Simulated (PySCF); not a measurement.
# What single edits do to a PySCF run on CsP (triplet)

A base run and a few variants of its settings.

The runs use PySCF 2.14.0; each script names its method and basis.

5 further runs of the same task are left out: 3 for a known fault of the program, 2 that didn't finish.

**1. Starting geometry**

CsP (triplet): 2 atoms, charge 0, spin multiplicity 3.

Bond lengths: Cs1–P2 3.270 Å.

**2. The base run**

input.py reads:

```python
from pyscf import gto, scf, mp

mol = gto.M(
    atom='Cs 0 0 0; P 0 0 3.27',
    basis='def2-tzvp',
    ecp={'Cs': 'def2-tzvp'},
    charge=0,
    spin=2,
    verbose=4,
)
mf = scf.UHF(mol)
mf.kernel()
mp.MP2(mf, frozen=5).kernel()
mf.dip_moment()
print('orbital energies (hartree):', [e[max(0, n-3):n+3].round(4) for e, n in zip(mf.mo_energy, mol.nelec)])
```

On the command line:

```
$ OMP_NUM_THREADS=1 python input.py
```

The log of this run is left out.

It gives: E(SCF) = -360.575449 Eh, 10 cycles, E(MP2) − E(SCF) = -0.20724 Eh, ⟨S²⟩ = 2.016, μ = 11.56 D (of the SCF density).

The bond length is a typed value, not an optimised one. The triplet is typed in the script; nothing here shows that it is the ground state.

**3. Core potential off**

Variant 1 changes core potential: on → off. The core potential changes with it: totals don't compare.

input.py reads:

```python
from pyscf import gto, scf, mp

mol = gto.M(
    atom='Cs 0 0 0; P 0 0 3.27',
    basis='def2-tzvp',
    charge=0,
    spin=2,
    verbose=4,
)
mf = scf.UHF(mol)
mf.kernel()
mp.MP2(mf, frozen=5).kernel()
mf.dip_moment()
print('orbital energies (hartree):', [e[max(0, n-3):n+3].round(4) for e, n in zip(mf.mo_energy, mol.nelec)])
```

On the command line:

```
$ OMP_NUM_THREADS=1 python input.py
```

**Question.** What will these runs give? Wanted: for each run, E(SCF); from base; gap, α spin; SCF dipole; after the SCF.

As calculated:

```csv
run,E(SCF) (hartree),from base (eV),cycles,"gap, α spin (eV)",SCF dipole (D),after the SCF
base,-360.575449,0,10,5.82,11.56,"MP2 correlation -5.639 eV, core frozen"
core potential off (poor choice),-1105.296502,not comparable,23,2.10,13.28,"MP2 correlation -7.002 eV, core frozen"
```

Distance from each run's final energy (log10 hartree) by cycle:

```csv
run,cycle 1,cycle 2,cycle 3,cycle 5,cycle 8,cycle 12
base,-1.6,-2.7,-3.4,-5.5,-8.4,done
core potential off (poor choice),1.4,1.2,1.3,0.7,-0.9,-1.8
```

In words: Rows marked «poor choice» come from settings spoiled on purpose.
